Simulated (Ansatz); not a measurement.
# CH₈GeO (built from SMILES CO.[GeH4]): search for a transition state

Is there a first-order saddle for this four-centre ligand exchange, which should form Ge1–O7, H2–H6 and break Ge1–H2, H6–O7, and which two structures does it connect?

Program: Ansatz 0.2.0, Gaussian basis. Level of theory: PBE0-D4, def2-SVP first, then def2-TZVP. These are calculated values, not measurements.

152 further runs of the same task are left out: 152 set aside as unsound or not needed.

### Step 1. Starting geometry

The guess: 11 atoms, charge 0, spin multiplicity 1.

Atoms are counted from 1 here; the program's logs count them from 0.

Bond lengths: Ge1–H3 1.503 Å, Ge1–H4 1.503 Å, Ge1–H5 1.522 Å, Ge1–O7 2.024 Å, H6–O7 1.182 Å, O7–C8 1.416 Å, C8–H9 1.092 Å, C8–H10 1.092 Å, C8–H11 1.090 Å. Angles: H3–Ge1–H4 115.8°, H3–Ge1–H5 104.6°, H3–Ge1–O7 118.3°, H4–Ge1–H5 104.6°, H4–Ge1–O7 118.1°, H5–Ge1–O7 88.8°, Ge1–O7–H6 83.7°, Ge1–O7–C8 138.0°, H6–O7–C8 138.3°, O7–C8–H9 110.0°, O7–C8–H10 110.0°, O7–C8–H11 108.0°, H9–C8–H10 109.9°, H9–C8–H11 109.4°, H10–C8–H11 109.4°.

Coordinates:

```xyz
11
charge 0, multiplicity 1
Ge   -0.53380    0.85660   -1.13040
H     1.41410    0.78380   -1.27890
H    -0.65360    0.29160   -2.51800
H    -0.46420    2.35500   -1.03730
H    -1.84590    0.49000   -0.45230
H     1.40710    0.10630   -0.32970
O     0.44470   -0.23230    0.26710
C     0.12630   -1.01440    1.40330
H     0.46690   -2.04170    1.25770
H     0.59500   -0.58930    2.29340
H    -0.95660   -1.00570    1.52520
```

Distances that are to change: Ge1–O7 2.02 Å, H2–H6 1.17 Å, Ge1–H2 1.95 Å, H6–O7 1.18 Å.

### Step 2. Constrained relaxation of the guess

Contents of hold/in.yaml:

```yaml
crystal:
  periodic: [false, false, false]
  atoms:
    - {symbol: Ge, position_ang: [-0.533800, 0.856600, -1.130400]}
    - {symbol: H, position_ang: [1.414100, 0.783800, -1.278900]}
    - {symbol: H, position_ang: [-0.653600, 0.291600, -2.518000]}
    - {symbol: H, position_ang: [-0.464200, 2.355000, -1.037300]}
    - {symbol: H, position_ang: [-1.845900, 0.490000, -0.452300]}
    - {symbol: H, position_ang: [1.407100, 0.106300, -0.329700]}
    - {symbol: O, position_ang: [0.444700, -0.232300, 0.267100]}
    - {symbol: C, position_ang: [0.126300, -1.014400, 1.403300]}
    - {symbol: H, position_ang: [0.466900, -2.041700, 1.257700]}
    - {symbol: H, position_ang: [0.595000, -0.589300, 2.293400]}
    - {symbol: H, position_ang: [-0.956600, -1.005700, 1.525200]}
basis:
  gaussian: {orbitals: def2-SVP}
hamiltonian: {xc: pbe0, dispersion: d4}
relax: {f_tol: 0.04, max_steps: 150, escape_saddle: false, constraints: [{distance: [0, 6]}, {distance: [1, 5]}, {distance: [0, 1]}, {distance: [5, 6]}]}
```

Started as:

```
$ ansatz run in.yaml --threads 4 --pin off --events-out ev --progress --plain --max-ram 9574MiB
```

After this run come: A starting Hessian; Saddle search in the small basis; Saddle search in triple zeta; Checking the order of the point; Relaxing after a step of 0.30 Å one way along the mode; Relaxing after a step of 0.30 Å the other way along the mode.

What does the calculation give? Wanted: imaginary mode; barrier from the start side; barrier from the end side; energy of the step; pairs that change; zero-point energy at the saddle.

As calculated:

| quantity | value |
| --- | --- |
| imaginary mode | 1306i cm⁻¹ |
| barrier from the start side | 182.1 kJ/mol |
| barrier from the end side | 175.0 kJ/mol |
| energy of the step | +7.1 kJ/mol |
| pairs that change | Ge1–O7 formed, H2–H6 formed, Ge1–H2 broken, H6–O7 broken |
| zero-point energy at the saddle | 2.131 eV |

What this shows: One imaginary mode, 1306i cm⁻¹, makes this a first-order saddle. The two relaxations end on the structures that were planned. At PBE0-D4/def2-TZVP the electronic barrier is 182.1 kJ/mol, about 73 kT at 298 K, and the step runs 7.1 kJ/mol uphill. The barrier is thin enough for tunnelling; the leading (Wigner) term alone is a factor of 2.7 at 298 K. The ends are the nearest minima, not always the lowest complexes.
